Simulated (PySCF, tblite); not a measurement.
# C6H11B: dynamics, then NMR shifts on frames, part 2 of 2

tblite 0.8.0 and PySCF 2.14.0. Atoms count from 0. The steps go on from the part before.

## (6) Shielding tensors: 800 fs, PBE0/pcSseg-1

The job: settings as JSON, then the geometry in Å.

```
{"job": {"kind": "nmr", "xc": "PBE0", "basis": "pcSseg-1", "pop": false}, "charge": 0, "multiplicity": 1}
B      1.270000    -0.441300     2.367600
C      1.229400    -0.506100     0.767800
C      0.593000     0.767100     0.225600
C     -0.371600     0.865100    -0.697600
C     -0.951700    -0.371200    -1.307900
C      0.136900    -1.482500    -1.162900
C      0.430900    -1.725900     0.346300
H      0.531700     0.159000     3.093700
H      1.998600    -1.114300     3.011300
H      2.272900    -0.622400     0.415200
H      1.098400     1.687000     0.451900
H     -0.861100     1.786100    -1.053500
H     -1.874600    -0.634900    -0.705600
H     -1.256000    -0.272700    -2.316900
H      1.028400    -1.141000    -1.676700
H     -0.258700    -2.421400    -1.593100
H     -0.508700    -1.895200     0.840400
H      1.008400    -2.620300     0.492600
```

Level: GIAO PBE0/pcSseg-1 NMR shielding, non-relativistic, gas phase.

The program printed:

```text
coarse grid: 14424 points
cycle   1  E = -259.6030937235  dE =  6.835e-01  |g| = 3.723e-01  |ddm| = 3.681e+00
cycle   2  E = -259.5948516428  dE =  8.242e-03  |g| = 4.316e-01  |ddm| = 7.836e-01
cycle   3  E = -259.6435094240  dE = -4.866e-02  |g| = 4.747e-02  |ddm| = 4.576e-01
cycle   4  E = -259.6439824695  dE = -4.730e-04  |g| = 1.624e-02  |ddm| = 6.359e-02
cycle   5  E = -259.6440304140  dE = -4.794e-05  |g| = 9.125e-03  |ddm| = 2.043e-02
cycle   6  E = -259.6440506274  dE = -2.021e-05  |g| = 2.192e-03  |ddm| = 9.379e-03
cycle   7  E = -259.6440518734  dE = -1.246e-06  |g| = 4.395e-04  |ddm| = 2.420e-03
final grid: 137552 points
cycle   8  E = -259.6862440033  dE = -4.731e-05  |g| = 8.146e-03  |ddm| = 3.670e-02
cycle   9  E = -259.6862356410  dE =  8.362e-06  |g| = 1.008e-02  |ddm| = 1.777e-02
cycle  10  E = -259.6862619161  dE = -2.628e-05  |g| = 9.076e-04  |ddm| = 1.000e-02
cycle  11  E = -259.6862620937  dE = -1.776e-07  |g| = 3.661e-04  |ddm| = 1.078e-03
cycle  12  E = -259.6862621253  dE = -3.160e-08  |g| = 1.006e-04  |ddm| = 3.849e-04
cycle  13  E = -259.6862621279  dE = -2.593e-09  |g| = 2.695e-05  |ddm| = 1.202e-04
cycle  14  E = -259.6862621281  dE = -1.855e-10  |g| = 5.138e-06  |ddm| = 3.074e-05
converged SCF energy = -259.6862621281

GIAO shielding tensors (ppm)
atom      isotropic    diamagn.    paramagn.     s11        s22        s33       span
  0 B        9.002     188.632    -179.630    -54.796    -45.063    126.865    181.661
  1 C      142.611     247.509    -104.897    119.267    140.775    167.791     48.524
  2 C       49.229     253.269    -204.040    -68.160     52.683    163.165    231.325
  3 C       46.671     254.124    -207.453    -64.796     47.496    157.312    222.108
  4 C      151.523     249.603     -98.080    134.462    157.066    163.043     28.581
  5 C      153.286     246.531     -93.245    142.153    150.784    166.920     24.766
  6 C      166.001     247.860     -81.860    151.592    169.855    176.556     24.964
  7 H       23.507      28.276      -4.769     16.220     26.683     27.618     11.398
  8 H       23.666      28.598      -4.932     17.120     25.805     28.073     10.954
  9 H       28.132      29.716      -1.584     23.777     26.617     34.002     10.226
 10 H       25.830      31.927      -6.097     24.181     25.499     27.809      3.628
 11 H       24.645      30.851      -6.206     22.932     24.248     26.754      3.822
 12 H       28.746      29.884      -1.138     25.865     26.323     34.051      8.186
 13 H       30.236      31.131      -0.894     25.958     28.470     36.282     10.324
 14 H       30.293      30.593      -0.300     26.894     28.378     35.607      8.713
 15 H       29.270      29.064       0.205     24.664     27.773     35.371     10.707
 16 H       31.132      31.642      -0.511     27.544     29.163     36.688      9.143
 17 H       30.428      30.075       0.354     25.462     28.143     37.680     12.218
```

Wall time 18 s (1 thread of Arm Neoverse V2, shared host); peak memory 0.82 GiB.

Key values: δ C3 140.3, C2 137.7, C1 44.3, C4 35.4, H7 8.21, H8 8.05 ppm.

## (7) NMR shieldings: 1000 fs, PBE0/pcSseg-1

The job: settings as JSON, then the geometry in Å.

```
{"job": {"kind": "nmr", "xc": "PBE0", "basis": "pcSseg-1", "pop": false}, "charge": 0, "multiplicity": 1}
B      1.426700    -0.832400     2.235400
C      1.406300    -0.494000     0.710200
C      0.725400     0.754100     0.275800
C     -0.352100     0.846400    -0.507800
C     -0.977100    -0.334600    -1.174000
C      0.127300    -1.364900    -1.357400
C      0.794900    -1.671800    -0.046800
H      1.752100    -1.964500     2.448900
H      1.181200    -0.049500     3.024600
H      2.436900    -0.171500     0.453800
H      0.970700     1.714100     0.672400
H     -0.908800     1.760300    -0.651400
H     -1.789100    -0.764700    -0.578800
H     -1.325400    -0.132200    -2.201600
H      0.830700    -1.007300    -2.085900
H     -0.340200    -2.216700    -1.760700
H      0.008300    -2.052300     0.598300
H      1.464300    -2.495100    -0.238500
```

Level: GIAO PBE0/pcSseg-1 NMR shielding, non-relativistic, gas phase.

The program printed:

```text
coarse grid: 14424 points
cycle   1  E = -259.5925658599  dE =  9.069e-01  |g| = 4.148e-01  |ddm| = 3.751e+00
cycle   2  E = -259.5815163232  dE =  1.105e-02  |g| = 4.818e-01  |ddm| = 8.784e-01
cycle   3  E = -259.6417726918  dE = -6.026e-02  |g| = 4.705e-02  |ddm| = 5.059e-01
cycle   4  E = -259.6422471623  dE = -4.745e-04  |g| = 1.209e-02  |ddm| = 6.407e-02
cycle   5  E = -259.6422760993  dE = -2.894e-05  |g| = 6.483e-03  |ddm| = 1.691e-02
cycle   6  E = -259.6422859256  dE = -9.826e-06  |g| = 1.794e-03  |ddm| = 6.861e-03
final grid: 137552 points
cycle   7  E = -259.6834645887  dE = -4.540e-05  |g| = 8.868e-03  |ddm| = 3.624e-02
cycle   8  E = -259.6834497137  dE =  1.488e-05  |g| = 1.182e-02  |ddm| = 1.966e-02
cycle   9  E = -259.6834851451  dE = -3.543e-05  |g| = 1.407e-03  |ddm| = 1.156e-02
cycle  10  E = -259.6834856045  dE = -4.594e-07  |g| = 4.470e-04  |ddm| = 1.516e-03
cycle  11  E = -259.6834856541  dE = -4.962e-08  |g| = 6.257e-05  |ddm| = 4.762e-04
cycle  12  E = -259.6834856551  dE = -9.732e-10  |g| = 2.024e-05  |ddm| = 8.610e-05
converged SCF energy = -259.6834856551

GIAO shielding tensors (ppm)
atom      isotropic    diamagn.    paramagn.     s11        s22        s33       span
  0 B       14.368     191.458    -177.089    -53.552    -25.279    121.937    175.489
  1 C      148.378     248.702    -100.324    118.536    148.895    177.703     59.167
  2 C       46.123     256.217    -210.094    -73.603     55.511    156.463    230.066
  3 C       49.081     255.200    -206.119    -60.044     51.427    155.861    215.905
  4 C      156.378     248.270     -91.892    141.751    157.252    170.131     28.380
  5 C      163.419     247.981     -84.562    157.194    162.782    170.281     13.087
  6 C      163.385     247.569     -84.183    149.825    156.241    184.091     34.266
  7 H       24.054      28.427      -4.373     16.049     26.304     29.809     13.760
  8 H       24.170      29.435      -5.265     16.022     27.634     28.853     12.831
  9 H       28.969      28.584       0.385     22.758     28.796     35.355     12.597
 10 H       25.369      33.286      -7.918     23.338     24.076     28.692      5.354
 11 H       25.409      32.270      -6.861     23.172     25.363     27.692      4.520
 12 H       29.994      30.785      -0.791     26.982     27.283     35.718      8.736
 13 H       29.483      29.928      -0.445     24.879     27.585     35.985     11.107
 14 H       30.777      31.332      -0.555     26.657     28.764     36.912     10.255
 15 H       30.956      31.130      -0.174     25.975     29.470     37.423     11.448
 16 H       30.694      32.030      -1.337     25.899     30.048     36.134     10.236
 17 H       29.652      29.871      -0.220     24.324     27.905     36.727     12.403
```

It took 17 s on 1 thread of Arm Neoverse V2, shared host; peak memory 0.82 GiB.

This run: δ C2 140.8, C3 137.8, C1 38.5, C4 30.5, H7 7.66, H8 7.55 ppm.

## (8) Run by run: NMR shifts

Shifts (ppm) of some atoms, chosen among heavy atoms and hydrogens apart, with basis size and wall time:

| frame | C2 | C3 | C1 | C6 | C5 | H9 | H15 | functions | time |
| --- | --- | --- | --- | --- | --- | --- | --- | --- | --- |
| 250 fs | 141.5 | 132.4 | 45.0 | 33.7 | 28.5 | 3.36 | 2.28 | 174 | 23 s |
| 425 fs | 133.7 | 133.6 | 51.0 | 31.5 | 31.1 | 1.62 | 3.07 | 174 | 17 s |
| 625 fs | 144.6 | 125.7 | 42.3 | 22.6 | 28.8 | 2.43 | 2.25 | 174 | 17 s |
| 800 fs | 137.7 | 140.3 | 44.3 | 20.9 | 33.6 | 3.59 | 2.45 | 174 | 18 s |
| 1000 fs | 140.8 | 137.8 | 38.5 | 23.5 | 23.5 | 2.75 | 0.76 | 174 | 17 s |

## (9) Outcome

The summary covers parts 1 to 2.

| quantity | value |
| --- | --- |
| thermostat | 300 K |
| mean temperature, second half | 306 K |
| mean potential energy above the minimum | 0.69 eV |
| 13C shifts against TMS (PBE0/pcSseg-1, 250 fs) | 141.5, 132.4, 45.0, 33.7, 28.5, 27.5 ppm |
| 1H shifts against TMS (PBE0/pcSseg-1, 250 fs) | 7.86, 7.55, 6.65, 5.65, 3.36, 2.89, 2.37, 2.28, 2.08, 1.98, 1.74 ppm |
| 11B shifts against BF3·OEt2 (PBE0/pcSseg-1, 250 fs) | 92.4 ppm |
| surface potential, 1st and 99th percentile | -0.68 V and 1.42 V |
| range of the shift of C3 | 125.7 to 140.3 ppm |

In the second half the potential energy averages 0.69 eV above the minimum; equipartition over 48 harmonic modes at 300 K would give 0.62 eV. With 18 atoms the temperature swings widely (210 to 460 K). Shifts at one fixed geometry are not the observed spectrum, which averages over the motion. In the first frame run (250 fs): The widest tensor belongs to C3: span 224 ppm, with a paramagnetic part of -199 ppm. At PBE0/pcSseg-1, counted by nearest atom on the grid, the HOMO lies on C2, C3 about 32 % each; H9 6 %, the LUMO on B0 50 %; H7, H8 about 15 % each. In ppm, C3 moves most: its shift spreads over 14.5 ppm, from 125.7 (625 fs) to 140.3 (800 fs).
